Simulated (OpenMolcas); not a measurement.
# One shape, several levels: BSiH4O2F (SMILES O[SiH2]B(O)F)

We compute a comparison of 6 runs (HF/STO-3G, HF/def2-SVP, M06-L/def2-SVP, PBE0/def2-SVP, r2SCAN/def2-SVP, MP2/def2-SVP) of BSiH4O2F. 

The calculation is run with OpenMolcas 26.06.

1 further run of the same task is left out (set aside as unsound or not needed).

### 1 Starting point

BSiH4O2F: 9 atoms, total charge 0, spin state singlet. As SMILES, `O[SiH2]B(O)F`. The shape is that of a PBE0-D4/def2-TZVP optimisation. This is one conformer, not always the lowest.

Bond lengths: O1–Si2 1.653 Å, Si2–B3 2.035 Å, B3–O4 1.347 Å, B3–F5 1.342 Å, O1–H6 0.958 Å, Si2–H7 1.484 Å, Si2–H8 1.493 Å, O4–H9 0.965 Å. Some angles: O1–Si2–B3 110.9°, Si2–B3–O4 121.6°, Si2–B3–F5 119.7°, O4–B3–F5 118.7°, O1–Si2–H7 106.4°, O1–Si2–H8 111.4°, B3–Si2–H7 111.6°, B3–Si2–H8 108.7°, Si2–O1–H6 117.1°, B3–O4–H9 113.7°.

### 2 Energy and gradient at HF/STO-3G (run 1)

File geom.xyz:

```xyz
9

O      1.152500     0.650100     1.703000
Si     0.837600    -0.439800     0.500200
B     -0.701500     0.194000    -0.670900
O     -0.968000    -0.381600    -1.859000
F     -1.488500     1.196900    -0.250400
H      0.401000     1.098100     2.092900
H      2.093300    -0.579800    -0.278100
H      0.493300    -1.781600     1.056300
H     -1.731300    -0.002600    -2.311100
```

File test.inp:

```
* BFH4O2Si Hartree-Fock
>>> EXPORT MOLCAS_PRINT=2

&GATEWAY
 BASLIB
 $CurrDir
 COORD
 geom.xyz
 BASIS
 STO-3G
 GROUP
 NoSym

&SEWARD

&SCF
 THRESHOLDS
 1e-10 1e-07 1e-07 1e-05
 PRORBITALS
 1 2

&ALASKA
```

The basis set STO-3G is read from a file made from the Basis Set Exchange's data (not shown).

The run is started by

```
export MOLCAS_MEM=1860
pymolcas test.inp > test.log
```

What it wrote:

```text
--- Start Module: gateway ---
[...]
--- Stop Module: gateway /rc=_RC_ALL_IS_WELL_ ---
[...]
      Basis functions           33
[...]
--- Start Module: scf ---
[...]
       Convergence after  12 Iterations
[...]
::    Total SCF energy                               -558.1362201255
[...]
      Total spin, S                                     0.0000000000
[...]
      Total electronic charge=   48.000000
      Total            charge=   -0.000000
[...]
      Dipole Moment (debye):
      Origin of the operator (angstrom)=   -0.0888    0.1658   -0.0009
                   X= -2.2102E+00               Y=  2.9514E-01               Z= -1.0096E+00           Total=  2.4477E+00
      Quadrupole Moment (debye*angstrom):
[...]
--- Stop Module: scf /rc=_RC_ALL_IS_WELL_ ---
--- Start Module: alaska ---
[...]
 *              Molecular gradients               *
 **************************************************
  Irreducible representation: a
 ------------------------------------------------------------------------------------------
                              X                       Y                       Z
 ------------------------------------------------------------------------------------------
  O1               -4.35101102130471E-02   -1.85848380116482E-04   -7.38890879629217E-03
  SI2               1.04760142442339E-02    3.41962768234758E-02    3.09366112737813E-02
  B3                8.47679597980489E-04   -1.30292538555147E-02   -1.90279580764023E-02
  O4               -2.25591700698012E-02    1.18102670700786E-02   -1.26099627879519E-02
  F5               -1.24464521809831E-02    1.86074298410990E-02    1.08177782134575E-02
  H6                3.04159712796803E-02   -5.89372339807692E-03   -3.81112557651386E-03
  H7                2.56642508980347E-02   -3.43766001413137E-03   -1.80442500067821E-02
  H8               -8.81043932862779E-03   -2.99217812302723E-02    1.00541832894021E-02
[...]
--- Stop Module: alaska /rc=_RC_ALL_IS_WELL_ ---
[...]
```

Run time: 1.5 s. Hardware: 1 thread of Intel Xeon 6975P-C (Granite Rapids), shared host; peak memory 0.37 GiB.

### 3 Energy and forces at HF/def2-SVP (run 2)

File calc.inp:

```
&GATEWAY
 BASLIB=$CurrDir
 COORD
 9
 angstrom
 O        1.152500       0.650100       1.703000
 Si       0.837600      -0.439800       0.500200
 B       -0.701500       0.194000      -0.670900
 O       -0.968000      -0.381600      -1.859000
 F       -1.488500       1.196900      -0.250400
 H        0.401000       1.098100       2.092900
 H        2.093300      -0.579800      -0.278100
 H        0.493300      -1.781600       1.056300
 H       -1.731300      -0.002600      -2.311100
 BASIS=def2-SVP
 GROUP=NoSym

&SEWARD

&SCF
 THRESHOLDS=1e-10 1e-07 1e-07 1e-05
 PRORBITALS=1 1

&ALASKA
```

The basis set def2-SVP is read from a file made from the Basis Set Exchange's data (not shown).

The run is started by

```
export MOLCAS_MEM=1860
pymolcas calc.inp > calc.log
```

What it wrote:

```text
--- Start Module: gateway ---
[...]
--- Stop Module: gateway /rc=_RC_ALL_IS_WELL_ ---
[...]
      Basis functions           94
[...]
--- Start Module: scf ---
[...]
       Convergence after  14 Iterations
[...]
::    Total SCF energy                               -564.9500403079
[...]
      Total spin, S                                     0.0000000000
[...]
      Total electronic charge=   48.000000
      Total            charge=   -0.000000
[...]
      Dipole Moment (debye):
      Origin of the operator (angstrom)=   -0.0888    0.1658   -0.0009
                   X= -2.3735E+00               Y=  3.8842E-01               Z= -1.0068E+00           Total=  2.6073E+00
      Quadrupole Moment (debye*angstrom):
[...]
--- Stop Module: scf /rc=_RC_ALL_IS_WELL_ ---
[...]
--- Start Module: alaska ---
[...]
 *              Molecular gradients               *
 **************************************************
  Irreducible representation: a
 ------------------------------------------------------------------------------------------
                              X                       Y                       Z
 ------------------------------------------------------------------------------------------
  O1                1.48640824635144E-02   -9.96442262918151E-03   -8.67582332136507E-03
  SI2              -6.90583868628458E-03    7.37311641375804E-03    1.90496440329646E-03
  B3                4.80261495385015E-03   -1.55692479546510E-03    5.02667314442301E-03
  O4                1.47724934611308E-02   -1.32398052767027E-02   -7.73283700130634E-05
  F5               -2.71023019376671E-03    5.66959518095977E-03    4.30150512683225E-03
  H6               -1.30072963929031E-02    6.10847366802814E-03    4.87047619588576E-03
  H7                2.61228901193533E-03    3.63409003854676E-04   -3.56504074896513E-04
  H8               -2.21221319982923E-04   -2.20421193563158E-03    6.50127688379909E-04
[...]
--- Stop Module: alaska /rc=_RC_ALL_IS_WELL_ ---
[...]
```

Run time: 8.4 s. Hardware: 1 thread of Intel Xeon 6975P-C (Granite Rapids), shared host; peak memory 0.52 GiB.

Runs 3 to 5 aren't shown in full; the table further down has their settings and results.

### 4 The energy at MP2/def2-SVP (run 6)

File struct.xyz:

```xyz
9

O      1.152500     0.650100     1.703000
Si     0.837600    -0.439800     0.500200
B     -0.701500     0.194000    -0.670900
O     -0.968000    -0.381600    -1.859000
F     -1.488500     1.196900    -0.250400
H      0.401000     1.098100     2.092900
H      2.093300    -0.579800    -0.278100
H      0.493300    -1.781600     1.056300
H     -1.731300    -0.002600    -2.311100
```

File run.inp:

```
&GATEWAY
BasLib=$CurrDir
Coord=struct.xyz
Basis=def2-SVP
Group=NoSym
&SEWARD
&SCF
Thresholds=1e-10 1e-07 1e-07 1e-05
PrOrbitals=1 2
&MBPT2
Frozen=9
```

The basis set def2-SVP is read from a file made from the Basis Set Exchange's data (not shown).

The run is started by

```
export MOLCAS_MEM=1860
pymolcas run.inp > run.log
```

What it wrote:

```text
--- Start Module: gateway ---
[...]
--- Stop Module: gateway /rc=_RC_ALL_IS_WELL_ ---
[...]
      Basis functions           94
[...]
--- Start Module: scf ---
[...]
       Convergence after  14 Iterations
[...]
::    Total SCF energy                               -564.9500403079
[...]
      Total spin, S                                     0.0000000000
[...]
      Total electronic charge=   48.000000
      Total            charge=   -0.000000
[...]
      Dipole Moment (debye):
      Origin of the operator (angstrom)=   -0.0888    0.1658   -0.0009
                   X= -2.3735E+00               Y=  3.8842E-01               Z= -1.0068E+00           Total=  2.6073E+00
      Quadrupole Moment (debye*angstrom):
[...]
--- Stop Module: scf /rc=_RC_ALL_IS_WELL_ ---
[...]
--- Start Module: mbpt2 ---
[...]
WARNING!
Default frozen orbitals as non valence orbitals is overwritten by user input.
Default values:   6
[...]
       Reference weight ( Cref**2 )         =        0.83348
::    Total MBPT2 energy                             -565.6821294610
[...]
      Total MBPT2 calculations                           0.30      0.44
--- Stop Module: mbpt2 /rc=_RC_ALL_IS_WELL_ ---
[...]
```

Run time: 7.2 s. Hardware: 1 thread of Intel Xeon 6975P-C (Granite Rapids), shared host; peak memory 0.52 GiB.

### 5 Overview of the runs

```
run            level  integration grid      task  energy (Eh)  dipole moment (D) of the reference  HOMO energy (eV)  LUMO energy (eV)  wall time
  1        HF/STO-3G                 –  gradient  -558.136220                                2.45             -8.26              8.50      1.5 s
  2      HF/def2-SVP                 –  gradient  -564.950040                                2.61            -11.55              3.28      8.4 s
  3   M06-L/def2-SVP         UltraFine  gradient  -566.838864                                2.50             -6.84             -0.93       34 s
  4    PBE0/def2-SVP         UltraFine  gradient  -566.461805                                2.57             -7.99             -0.28       29 s
  5  r2SCAN/def2-SVP         UltraFine  gradient  -566.712608                                2.58             -6.87             -0.95       33 s
  6     MP2/def2-SVP                 –    energy  -565.682129                                2.61            -11.55              3.28      7.2 s
```

### 6 Summary of results

```
                                          quantity          value
                               run 6: total energy  -565.68213 Eh
         run 6: dipole moment (mean-field density)         2.61 D
        run 6: HOMO energy (Hartree–Fock orbitals)      -11.55 eV
        run 6: LUMO energy (Hartree–Fock orbitals)        3.28 eV
      run 6: HOMO–LUMO gap (Hartree–Fock orbitals)       14.83 eV
run 6: correlation energy (9 core orbitals frozen)     -732.1 mEh
```

In words: Over runs 1, 2, 3, 4, 5 the dipole moment (its size) runs from 2.45 D (HF/STO-3G) to 2.61 D (HF/def2-SVP). Over runs 1, 2, 3, 4, 5 the HOMO–LUMO gap runs from 5.91 eV (M06-L/def2-SVP) to 16.76 eV (HF/STO-3G). The two ends differ in method and basis. Totals of different functionals can't be ranked against each other. In run 1 the basis is minimal, so the values are rough. All runs together took 1.9 min, the longest 34 s.
